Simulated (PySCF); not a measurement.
# C₆H₄F₂: NMR shifts and electronic excitations in gas and solvents, part 2 of 2

PySCF 2.14.0. Atoms count from 0.

### 5 Ultraviolet spectrum: B3LYP/def2-SVPD

The job: settings as JSON, then the geometry in Å.

```
{"job": {"kind": "uv", "xc": "B3LYP", "basis": "def2-SVPD", "dynamic": true, "nstates": 6, "ntriplets": 0}, "charge": 0, "multiplicity": 1}
C      2.513384     1.427330    -1.134943
C      1.451488     1.163810    -0.608028
C      0.244833     0.822313     0.002718
C     -0.970624     1.091558     0.395705
C     -0.469758    -0.260415     0.771890
C     -0.959281    -1.490578     0.064548
F     -0.004128    -2.446910     0.072964
F     -2.038207    -1.998688     0.707118
H      3.452397     1.665976    -1.600292
H     -1.792355     1.798154     0.474091
H     -0.172146    -0.474388     1.811894
H     -1.240986    -1.282786    -0.984306
```

With the program's defaults for keys left out, this is: TDDFT B3LYP/def2-SVPD, vertical, gas phase, core orbitals frozen in the response.

Standard output:

```text
coarse grid: 11168 points
cycle   1  E = -430.1204293843  dE =  1.280e+00  |g| = 6.658e-01  |ddm| = 1.078e+01
cycle   2  E = -430.0465758535  dE =  7.385e-02  |g| = 9.679e-01  |ddm| = 2.619e+00
cycle   3  E = -430.2015118576  dE = -1.549e-01  |g| = 9.669e-02  |ddm| = 9.766e-01
cycle   4  E = -430.2029758472  dE = -1.464e-03  |g| = 4.946e-02  |ddm| = 2.308e-01
cycle   5  E = -430.2034571213  dE = -4.813e-04  |g| = 2.635e-02  |ddm| = 1.118e-01
cycle   6  E = -430.2036403338  dE = -1.832e-04  |g| = 5.286e-03  |ddm| = 4.172e-02
cycle   7  E = -430.2036452515  dE = -4.918e-06  |g| = 2.649e-03  |ddm| = 1.313e-02
final grid: 111944 points
cycle   8  E = -430.2761875147  dE = -2.742e-05  |g| = 7.748e-03  |ddm| = 1.324e-01
cycle   9  E = -430.2761474312  dE =  4.008e-05  |g| = 1.512e-02  |ddm| = 3.623e-02
cycle  10  E = -430.2762004703  dE = -5.304e-05  |g| = 1.648e-03  |ddm| = 2.608e-02
cycle  11  E = -430.2762010862  dE = -6.159e-07  |g| = 3.859e-04  |ddm| = 2.700e-03
cycle  12  E = -430.2762011091  dE = -2.291e-08  |g| = 2.193e-04  |ddm| = 8.809e-04
cycle  13  E = -430.2762011216  dE = -1.248e-08  |g| = 6.488e-05  |ddm| = 3.956e-04
cycle  14  E = -430.2762011226  dE = -1.039e-09  |g| = 8.481e-06  |ddm| = 1.259e-04
cycle  15  E = -430.2762011226  dE = -1.648e-11  |g| = 2.198e-06  |ddm| = 2.596e-05
converged SCF energy = -430.2762011226

Static polarisability (au): isotropic 73.546, principal 50.384 62.212 108.041

Singlet excitations
state   eV       nm        f      main configurations
  1   4.6647    265.8   0.00097   H-1->L 0.97
  2   5.0262    246.7   0.16426   H->L 0.85, H-1->L+1 0.10
  3   5.8497    211.9   0.00059   H->L+1 0.96
  4   6.3189    196.2   0.00424   H-3->L 0.54, H-2->L 0.40
  5   6.3978    193.8   0.00723   H-3->L 0.43, H-2->L 0.43, H-1->L+1 0.10
  6   7.0255    176.5   0.00112   H->L+2 0.97
```

Run time: 48 s. Hardware: 1 thread of Arm Neoverse N1, shared host; peak memory 0.76 GiB.

Frontier orbitals and where they lie:

```
orbital     eV                      atoms
 HOMO−3  -9.62  C4 30 %, C3 24 %, C2 13 %
 HOMO−2  -9.31  C1 22 %, C0 16 %, F6 11 %
 HOMO−1  -8.01  C0 36 %, C1 31 %, C4 11 %
   HOMO  -7.32  C3 24 %, C0 20 %, C2 17 %
   LUMO  -1.93  C3 29 %, C2 22 %, C0 20 %
 LUMO+1  -0.11   C0 34 %, C1 31 %, H8 9 %
 LUMO+2   0.60  C0 23 %, C3 18 %, C1 14 %
```

With each of the 6 states as a Gaussian band of 0.4 eV half-width at 1/e, the curve within the window shown has maxima at 246 nm (ε 6,700), 194 nm (ε 470) L/(mol cm). Beyond the last state computed it falls off for lack of states. The curve at chosen wavelengths:

(nm, ε (L/mol/cm)): (169, 27), (174, 58), (180, 133), (185, 265), (191, 434), (196, 461), (201, 368), (207, 228), (212, 212), (218, 502), (223, 1191), (228, 2388), (234, 4272), (239, 5721), (245, 6631), (250, 6463), (255, 5597), (261, 4107), (266, 2872), (272, 1688), (277, 1006), (282, 566), (288, 266), (293, 136), (299, 58), (304, 28)

Further results of this job:

```
           property  computed
  dipole moment (D)      2.81
polarisability (Å³)     10.90
 HOMO–LUMO gap (eV)      5.40
      −ε(HOMO) (eV)      7.32
C6 with itself (au)      2070
```

### 6 Ultraviolet spectrum: B3LYP/def2-SVPD in dimethylsulfoxide

Same as in step 5 but for these lines:

```diff
@@ -1,2 +1,2 @@
-{"job": {"kind": "uv", "xc": "B3LYP", "basis": "def2-SVPD", "dynamic": true, "nstates": 6, "ntriplets": 0}, "charge": 0, "multiplicity": 1}
+{"job": {"kind": "uv", "xc": "B3LYP", "basis": "def2-SVPD", "solvent": "dimethylsulfoxide", "nstates": 6, "ntriplets": 0}, "charge": 0, "multiplicity": 1}
 C      2.513384     1.427330    -1.134943
```

Level: TDDFT B3LYP/def2-SVPD, vertical, IEF-PCM dimethylsulfoxide (non-equilibrium linear response), core orbitals frozen in the response.

Standard output:

```text
coarse grid: 11168 points
cycle   1  E = -430.1333542766  dE =  1.267e+00  |g| = 6.540e-01  |ddm| = 1.081e+01
cycle   2  E = -430.0697149586  dE =  6.364e-02  |g| = 9.258e-01  |ddm| = 2.424e+00
cycle   3  E = -430.2107349896  dE = -1.410e-01  |g| = 8.529e-02  |ddm| = 9.281e-01
cycle   4  E = -430.2120169392  dE = -1.282e-03  |g| = 3.450e-02  |ddm| = 1.954e-01
cycle   5  E = -430.2122383287  dE = -2.214e-04  |g| = 1.809e-02  |ddm| = 8.532e-02
cycle   6  E = -430.2123187248  dE = -8.040e-05  |g| = 4.154e-03  |ddm| = 3.120e-02
cycle   7  E = -430.2123226047  dE = -3.880e-06  |g| = 1.174e-03  |ddm| = 9.824e-03
final grid: 111944 points
cycle   8  E = -430.2848314627  dE = -3.378e-05  |g| = 5.720e-03  |ddm| = 1.305e-01
cycle   9  E = -430.2848229992  dE =  8.464e-06  |g| = 8.846e-03  |ddm| = 1.831e-02
cycle  10  E = -430.2848377498  dE = -1.475e-05  |g| = 7.306e-04  |ddm| = 1.101e-02
cycle  11  E = -430.2848378737  dE = -1.239e-07  |g| = 3.287e-04  |ddm| = 1.924e-03
cycle  12  E = -430.2848378969  dE = -2.317e-08  |g| = 1.091e-04  |ddm| = 6.669e-04
cycle  13  E = -430.2848378993  dE = -2.454e-09  |g| = 4.297e-05  |ddm| = 2.282e-04
cycle  14  E = -430.2848378998  dE = -4.613e-10  |g| = 9.941e-06  |ddm| = 8.279e-05
converged SCF energy = -430.2848378998

Static polarisability (au): isotropic 98.016, principal 66.929 80.902 146.219

Singlet excitations
state   eV       nm        f      main configurations
  1   4.7642    260.2   0.00262   H-1->L 0.97
  2   4.9808    248.9   0.23312   H->L 0.88
  3   5.8255    212.8   0.00061   H->L+1 0.97
  4   6.3874    194.1   0.00406   H-3->L 0.83, H-2->L 0.14
  5   6.4936    190.9   0.02435   H-2->L 0.65, H-1->L+1 0.17, H-3->L 0.15
  6   6.9414    178.6   0.00469   H->L+2 0.95
```

It took 38 s on 1 thread of Arm Neoverse N1, shared host; peak memory 0.93 GiB.

Key values: HOMO -7.14 eV, LUMO -1.69 eV; lowest singlet 4.76 eV.

### 7 Ultraviolet spectrum: B3LYP/def2-SVPD in water

Same as in step 6 but for these lines:

```diff
@@ -1,2 +1,2 @@
-{"job": {"kind": "uv", "xc": "B3LYP", "basis": "def2-SVPD", "solvent": "dimethylsulfoxide", "nstates": 6, "ntriplets": 0}, "charge": 0, "multiplicity": 1}
+{"job": {"kind": "uv", "xc": "B3LYP", "basis": "def2-SVPD", "solvent": "water", "nstates": 6, "ntriplets": 0}, "charge": 0, "multiplicity": 1}
 C      2.513384     1.427330    -1.134943
```

Level: TDDFT B3LYP/def2-SVPD, vertical, IEF-PCM water (non-equilibrium linear response), core orbitals frozen in the response.

Standard output:

```text
coarse grid: 11168 points
cycle   1  E = -430.1335203706  dE =  1.267e+00  |g| = 6.538e-01  |ddm| = 1.081e+01
cycle   2  E = -430.0699956535  dE =  6.352e-02  |g| = 9.253e-01  |ddm| = 2.421e+00
cycle   3  E = -430.2108637767  dE = -1.409e-01  |g| = 8.520e-02  |ddm| = 9.278e-01
cycle   4  E = -430.2121436723  dE = -1.280e-03  |g| = 3.438e-02  |ddm| = 1.952e-01
cycle   5  E = -430.2123637465  dE = -2.201e-04  |g| = 1.799e-02  |ddm| = 8.510e-02
cycle   6  E = -430.2124431743  dE = -7.943e-05  |g| = 4.149e-03  |ddm| = 3.110e-02
cycle   7  E = -430.2124470516  dE = -3.877e-06  |g| = 1.165e-03  |ddm| = 9.801e-03
final grid: 111944 points
cycle   8  E = -430.2849553622  dE = -3.381e-05  |g| = 5.712e-03  |ddm| = 1.305e-01
cycle   9  E = -430.2849469904  dE =  8.372e-06  |g| = 8.821e-03  |ddm| = 1.823e-02
cycle  10  E = -430.2849616266  dE = -1.464e-05  |g| = 7.235e-04  |ddm| = 1.093e-02
cycle  11  E = -430.2849617478  dE = -1.212e-07  |g| = 3.278e-04  |ddm| = 1.913e-03
cycle  12  E = -430.2849617709  dE = -2.307e-08  |g| = 1.089e-04  |ddm| = 6.658e-04
cycle  13  E = -430.2849617733  dE = -2.455e-09  |g| = 4.237e-05  |ddm| = 2.276e-04
cycle  14  E = -430.2849617738  dE = -4.477e-10  |g| = 9.969e-06  |ddm| = 8.197e-05
converged SCF energy = -430.2849617738

Static polarisability (au): isotropic 98.441, principal 67.268 81.246 146.808

Singlet excitations
state   eV       nm        f      main configurations
  1   4.7673    260.1   0.00197   H-1->L 0.97
  2   5.0047    247.7   0.21566   H->L 0.87, H-1->L+1 0.08
  3   5.8263    212.8   0.00058   H->L+1 0.97
  4   6.3901    194.0   0.00377   H-3->L 0.83, H-2->L 0.14
  5   6.4990    190.8   0.02223   H-2->L 0.65, H-1->L+1 0.17, H-3->L 0.14
  6   6.9450    178.5   0.00449   H->L+2 0.95
```

It took 38 s on 1 thread of Arm Neoverse N1, shared host; peak memory 0.9 GiB.

Key values: HOMO -7.14 eV, LUMO -1.69 eV; lowest singlet 4.77 eV.

### 8 Side by side: NMR shifts

Shifts (ppm) of some atoms, chosen among heavy atoms and hydrogens apart, with basis size and wall time:

```
                               run     C5     C3     C2    H9    H8      F6      F7  functions  time
PBE0/pcSseg-1 in dimethylsulfoxide  126.7  124.1  111.4  7.60  4.60  -129.6  -130.8        156  24 s
            PBE0/pcSseg-1 in water  126.8  124.2  111.3  7.60  4.61  -129.6  -130.9        156  22 s
```

The continuum's effect on the ground state:

```
          solvent      ε  polarisation energy (Eh)  μ (D)
dimethylsulfoxide  46.83                   -0.0099   3.11
            water  78.36                   -0.0100   3.11
```

### 9 Side by side: electronic excitations

Excitations and ground-state properties, with basis size and wall time:

```
                                 run  lowest singlet (eV)  brightest (eV)      f  gap (eV)  α (Å³)  μ (D)  functions  time
                     B3LYP/def2-SVPD                 4.66            5.03  0.164      5.40   10.90   2.81        198  48 s
B3LYP/def2-SVPD in dimethylsulfoxide                 4.76            4.98  0.233      5.45   14.52   3.34        198  38 s
            B3LYP/def2-SVPD in water                 4.77            5.00  0.216      5.45   14.59   3.35        198  38 s
```

The continuum's effect on the ground state:

```
          solvent      ε  polarisation energy (Eh)  μ (D)
dimethylsulfoxide  46.83                   -0.0099   3.34
            water  78.36                   -0.0101   3.35
```

### 10 Results

This closing draws on all 2 parts.

| quantity | value |
| --- | --- |
| point group | C1 |
| rotational constants (main isotopes) | 4.40, 1.19, 0.97 GHz |
| 13C shifts against TMS (PBE0/pcSseg-1, dimethylsulfoxide) | 126.7, 124.1, 111.4, 108.0, 74.8, 28.7 ppm |
| 1H shifts against TMS (PBE0/pcSseg-1, dimethylsulfoxide) | 7.60, 5.04, 4.60, 2.22 ppm |
| 19F shifts against CFCl3 (PBE0/pcSseg-1, dimethylsulfoxide) | -129.6, -130.8 ppm |
| lowest singlet (B3LYP/def2-SVPD) | 4.66 eV (266 nm), f = 0.001 |
| brightest single state of those computed | state 2, 5.03 eV, f = 0.164 |
| range of the shift of C3 | 124.1 to 124.2 ppm |
| range of the lowest singlet | 4.66 to 4.77 eV |

Over 20 steps the energy fell by 0.063 eV; of the close pairs, C3–H9 changed most, 1.060 to 1.087 Å. No frequency check was run at this level, so the end point may be a saddle. The most deshielded hydrogen is H9 (hydrogen on an alkene CH), at 7.60 ppm: olefinic region. At PBE0/pcSseg-1: The largest span, 293 ppm, is at C1, where the paramagnetic term is -136 ppm. The first singlet state (HOMO−1→LUMO 0.97) lies at 4.66 eV and is dark; of the 6 states computed, the strongest absorption comes from state 2 at 5.03 eV. Across the 2 runs the shift of C3 moves most, between 124.1 (PBE0/pcSseg-1 in dimethylsulfoxide) and 124.2 ppm (PBE0/pcSseg-1 in water). The continuum holds electrostatics alone: no hydrogen bonds to the solvent, and the gas-phase geometry is kept. The lowest singlet runs from 4.66 eV (B3LYP/def2-SVPD) to 4.77 eV (B3LYP/def2-SVPD in water), while the orbital gap spans 5.40 to 5.45 eV. The lowest state need not be the same one in every run.
